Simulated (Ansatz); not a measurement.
LiBe in Ansatz: the effect of functional

Crystal: LiBe.

```
CELL_PARAMETERS angstrom
2.81115 0.00000 0.00000
0.00000 2.81115 0.00000
0.00000 0.00000 2.81115
ATOMIC_POSITIONS crystal
Be 0.50000 0.50000 0.50000
Li 0.00000 0.00000 0.00000
```

The cell comes from a database or a generator and needn't be the stable form of this composition.

Alike in all runs:

| Property | Result |
| --- | --- |
| Program | Ansatz 0.2.0 |
| Task | band structure |
| Potentials or basis | all-electron LAPW, scalar-relativistic |
| Basis error allowed | 0.001 eV/atom |
| k mesh | 9 × 9 × 9 |
| Occupations | fermi-dirac, width 0.05 eV |
| Spin | no spin polarisation |

| functional | cutoff | pressure (GPa) |
| --- | --- | --- |
| LDA | 118 eV (chosen from the basis error) | -2.7 |
| PBE | 117 eV (chosen from the basis error) | 0.4 |
| PBEsol | 117 eV (chosen from the basis error) | -0.3 |
| RPBE | 117 eV (chosen from the basis error) | 2.2 |
| revPBE | 117 eV (chosen from the basis error) | 2.0 |
| BLYP | 117 eV (chosen from the basis error) | ? |

**Question.** What does the run with functional BLYP give?

**Answer.** Pressure 1.1 GPa.
